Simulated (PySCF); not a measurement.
# CH10BNSi2 (SMILES B[SiH]([SiH3])NC): levels of theory compared

Wanted: a comparison of 6 runs (HF/3-21G, HF/def2-SVP, B3LYP/STO-3G, B3LYP/6-31G*, PBE0/def2-SVP, CCSD/cc-pVDZ) of CH10BNSi2. 

The results are computed with PySCF 2.14.0.

## Step 1: The molecule

CH10BNSi2 has 15 atoms, charge 0, and is taken as a singlet. SMILES: `B[SiH]([SiH3])NC`. The shape is that of a GFN2-xTB optimisation. This is one conformer, not always the lowest.

Bond lengths: B1–Si2 1.945 Å, Si2–Si3 2.344 Å, Si2–N4 1.745 Å, N4–C5 1.443 Å, B1–H6 1.172 Å, B1–H7 1.173 Å, Si2–H8 1.479 Å, Si3–H9 1.465 Å, Si3–H10 1.471 Å, Si3–H11 1.467 Å, N4–H12 1.009 Å, C5–H13 1.089 Å, C5–H14 1.092 Å, C5–H15 1.098 Å. Some angles: B1–Si2–Si3 106.8°, B1–Si2–N4 119.7°, Si3–Si2–N4 104.1°, Si2–N4–C5 121.7°, B1–Si2–H8 118.0°, Si3–Si2–H8 108.2°, N4–Si2–H8 98.9°, Si2–B1–H6 121.7°, Si2–B1–H7 121.9°, Si2–Si3–H9 114.8°.

## Step 2: Energy and gradient at HF/3-21G (run 1)

Input file job.py:

```python
# B[SiH]([SiH3])NC
from pyscf import gto, scf

mol = gto.M(
    atom='''
B     -1.313730     1.615550     0.801920
Si    -0.505730    -0.153150     0.847930
Si     1.805150     0.165120     1.073060
N     -0.657050    -1.208610    -0.533330
C     -0.331630    -0.763590    -1.866430
H     -1.455320     2.252420     1.775330
H     -1.559320     2.158600    -0.208880
H     -0.947080    -1.091430     1.902830
H      2.599170    -1.065440     1.068690
H      2.389490     1.008430     0.019350
H      2.120870     0.852460     2.329930
H     -1.452720    -1.829570    -0.546660
H      0.589020    -0.182520    -1.828310
H     -0.168290    -1.622380    -2.521110
H     -1.112820    -0.135880    -2.314310
''',
    max_memory=1860,
    spin=0,
    basis='3-21g',
    verbose=3,
)

calc0 = scf.RHF(mol)
calc0.conv_tol = 1e-10
calc0.kernel()
if not calc0.converged:
    calc0 = calc0.newton().run(calc0.mo_coeff, calc0.mo_occ)

e_final = calc0.e_tot
print('E = %.10f Eh' % e_final)
grad = calc0.nuc_grad_method().kernel()
calc0.analyze()
```

Run with:

```
$ OMP_NUM_THREADS=1 python job.py
```

The program printed:

```text
converged SCF energy = -696.89792652348
[... 12 lines left out ...]
MO #3   energy= -15.4506061054834  occ= 2
[... 6 lines left out ...]
MO #10  energy= -4.19744699989401  occ= 2
[... 6 lines left out ...]
MO #17  energy= -0.714086089642682 occ= 2
[... 6 lines left out ...]
MO #24  energy= -0.477220726281312 occ= 2
[... 6 lines left out ...]
MO #31  energy= 0.178658693360014  occ= 0
[... 6 lines left out ...]
MO #38  energy= 0.342676494284297  occ= 0
[... 6 lines left out ...]
MO #45  energy= 0.501116755419561  occ= 0
[... 6 lines left out ...]
MO #52  energy= 0.685359757200123  occ= 0
[... 6 lines left out ...]
MO #59  energy= 1.30562172271888   occ= 0
[... 6 lines left out ...]
MO #66  energy= 1.4403617145539    occ= 0
[... 6 lines left out ...]
MO #73  energy= 2.82572893925398   occ= 0
[... 16 lines left out ...]
Dipole moment(X, Y, Z, Debye): -1.81330,  0.20960, -0.90197
```

Run time: 8.4 s. Hardware: 1 thread of Intel Xeon at 2.50GHz (Skylake/Cascade Lake), shared host; peak memory 0.15 GiB.

## Step 3: Energy and forces at HF/def2-SVP (run 2)

Input file input.py:

```python
import pyscf.grad
from pyscf import gto

molecule = gto.Mole()
molecule.atom = [
    ('B', (-1.313730, 1.615550, 0.801920)),
    ('Si', (-0.505730, -0.153150, 0.847930)),
    ('Si', (1.805150, 0.165120, 1.073060)),
    ('N', (-0.657050, -1.208610, -0.533330)),
    ('C', (-0.331630, -0.763590, -1.866430)),
    ('H', (-1.455320, 2.252420, 1.775330)),
    ('H', (-1.559320, 2.158600, -0.208880)),
    ('H', (-0.947080, -1.091430, 1.902830)),
    ('H', (2.599170, -1.065440, 1.068690)),
    ('H', (2.389490, 1.008430, 0.019350)),
    ('H', (2.120870, 0.852460, 2.329930)),
    ('H', (-1.452720, -1.829570, -0.546660)),
    ('H', (0.589020, -0.182520, -1.828310)),
    ('H', (-0.168290, -1.622380, -2.521110)),
    ('H', (-1.112820, -0.135880, -2.314310)),
]
molecule.max_memory = 1860
molecule.verbose = 3
molecule.basis = 'def2-svp'
molecule.spin = 0
molecule.build()

calc0 = molecule.RHF()
calc0.conv_tol = 1e-10
calc0.kernel()
if not calc0.converged:
    calc0 = calc0.newton().run(calc0.mo_coeff, calc0.mo_occ)

e_final = calc0.e_tot
print(f'total energy: {e_final:.8f} hartree')
grad = calc0.Gradients().kernel()
calc0.analyze()
```

Run with:

```
$ OMP_NUM_THREADS=1 python input.py
```

The program printed:

```text
converged SCF energy = -700.378560677626
[... 16 lines left out ...]
MO #7   energy= -6.10850691420131  occ= 2
[... 10 lines left out ...]
MO #18  energy= -0.665553739626399 occ= 2
[... 10 lines left out ...]
MO #29  energy= 0.0391694139622678 occ= 0
[... 10 lines left out ...]
MO #40  energy= 0.293985149619044  occ= 0
[... 10 lines left out ...]
MO #51  energy= 0.530918019240181  occ= 0
[... 10 lines left out ...]
MO #62  energy= 0.783522140852042  occ= 0
[... 10 lines left out ...]
MO #73  energy= 0.988244131139965  occ= 0
[... 10 lines left out ...]
MO #84  energy= 1.37688288783691   occ= 0
[... 10 lines left out ...]
MO #95  energy= 1.81887214182397   occ= 0
[... 10 lines left out ...]
MO #106 energy= 2.12179026347701   occ= 0
[... 10 lines left out ...]
MO #117 energy= 2.63507674056083   occ= 0
[... 10 lines left out ...]
MO #128 energy= 3.70275307719828   occ= 0
[... 16 lines left out ...]
Dipole moment(X, Y, Z, Debye): -1.77763,  0.08418, -0.88740
```

Run time: 53 s. Hardware: 1 thread of Intel Xeon at 2.50GHz (Skylake/Cascade Lake), shared host; peak memory 0.38 GiB.

Runs 3 to 5 aren't shown in full; the table further down has their settings and results.

## Step 4: A single-point energy at CCSD/cc-pVDZ (run 6)

Input file run.py:

```python
# B[SiH]([SiH3])NC
from pyscf import gto, cc

mol = gto.M(
    atom='''
B     -2.482590     3.052947     1.515409
Si    -0.955691    -0.289412     1.602355
Si     3.411239     0.312032     2.027790
N     -1.241645    -2.283942    -1.007848
C     -0.626690    -1.442976    -3.527042
H     -2.750156     4.256457     3.354887
H     -2.946688     4.079163    -0.394726
H     -1.789722    -2.062504     3.595828
H      4.911719    -2.013390     2.019531
H      4.515482     1.905657     0.036566
H      4.007863     1.610916     4.402930
H     -2.745243    -3.457386    -1.033038
H      1.113086    -0.344913    -3.455005
H     -0.318022    -3.065854    -4.764207
H     -2.102925    -0.256776    -4.373412
''',
    max_memory=1860,
    verbose=3,
    spin=0,
    charge=0,
    basis='cc-pvdz',
    unit='bohr',
)

mf = mol.RHF()
mf.conv_tol = 1e-10
mf.kernel()
if not mf.converged:
    mf = mf.newton().run(mf.mo_coeff, mf.mo_occ)

mycc = cc.CCSD(mf, frozen=13)
mycc.kernel()
etot = mycc.e_tot
print(f'total energy: {etot:.8f} hartree')
mf.analyze()
```

Run with:

```
$ OMP_NUM_THREADS=1 python run.py
```

The program printed:

```text
converged SCF energy = -700.652407614882
[... 9 lines left out ...]
MO #7   energy= -6.11255981821557  occ= 2
[... 10 lines left out ...]
MO #18  energy= -0.665061782484497 occ= 2
[... 10 lines left out ...]
MO #29  energy= 0.041471987017244  occ= 0
[... 10 lines left out ...]
MO #40  energy= 0.287571124857252  occ= 0
[... 10 lines left out ...]
MO #51  energy= 0.506148776863534  occ= 0
[... 10 lines left out ...]
MO #62  energy= 0.718761477746307  occ= 0
[... 10 lines left out ...]
MO #73  energy= 0.955941079116691  occ= 0
[... 10 lines left out ...]
MO #84  energy= 1.31105735015591   occ= 0
[... 10 lines left out ...]
MO #95  energy= 1.72248206451931   occ= 0
[... 10 lines left out ...]
MO #106 energy= 1.97528818425403   occ= 0
[... 10 lines left out ...]
MO #117 energy= 2.35249425775593   occ= 0
[... 10 lines left out ...]
MO #128 energy= 3.33465207142096   occ= 0
[... 16 lines left out ...]
Dipole moment(X, Y, Z, Debye): -1.70141, -0.00585, -0.86374
```

Run time: 2.5 min. Hardware: 1 thread of Intel Xeon at 2.50GHz (Skylake/Cascade Lake), shared host; peak memory 1.7 GiB.

## Step 5: The series

```tsv
run	level	integration grid	task	energy (Eh)	dipole moment (D) of the reference	HOMO energy (eV)	LUMO energy (eV)	wall time
1	HF/3-21G	–	gradient	-696.897927	2.04	-9.16	1.16	8.4 s
2	HF/def2-SVP	–	gradient	-700.378561	1.99	-9.43	1.07	53 s
3	B3LYP/STO-3G	5	gradient	-694.475269	1.15	-2.82	0.52	49 s
4	B3LYP/6-31G* (spherical functions)	5	gradient	-702.672846	1.68	-5.92	-2.41	2.3 min
5	PBE0/def2-SVP	5	gradient	-701.990276	1.64	-6.27	-2.48	2.5 min
6	CCSD/cc-pVDZ	–	energy	-701.334933	1.91	-9.34	1.13	2.5 min
```

## Step 6: Results

| quantity | value |
| --- | --- |
| run 6: total energy | -701.33493 Eh |
| run 6: dipole moment (Hartree–Fock density) | 1.91 D |
| run 6: HOMO energy (Hartree–Fock orbitals) | -9.34 eV |
| run 6: LUMO energy (Hartree–Fock orbitals) | 1.13 eV |
| run 6: HOMO–LUMO gap (Hartree–Fock orbitals) | 10.47 eV |
| run 6: correlation energy (13 core orbitals frozen) | -682.5 mEh |
| run 6: T1 diagnostic | 0.013 |

**Reading.** Over runs 1, 2, 3, 4, 5 the dipole moment (its size) runs from 1.15 D (B3LYP/STO-3G) to 2.04 D (HF/3-21G). The two ends differ in method and basis. Over runs 1, 2, 3, 4, 5 the HOMO–LUMO gap runs from 3.34 eV (B3LYP/STO-3G) to 10.49 eV (HF/def2-SVP). Totals of different functionals can't be ranked against each other. In run 3 the basis is minimal, so the values are rough. All runs together took 9.2 min, the longest 2.5 min.
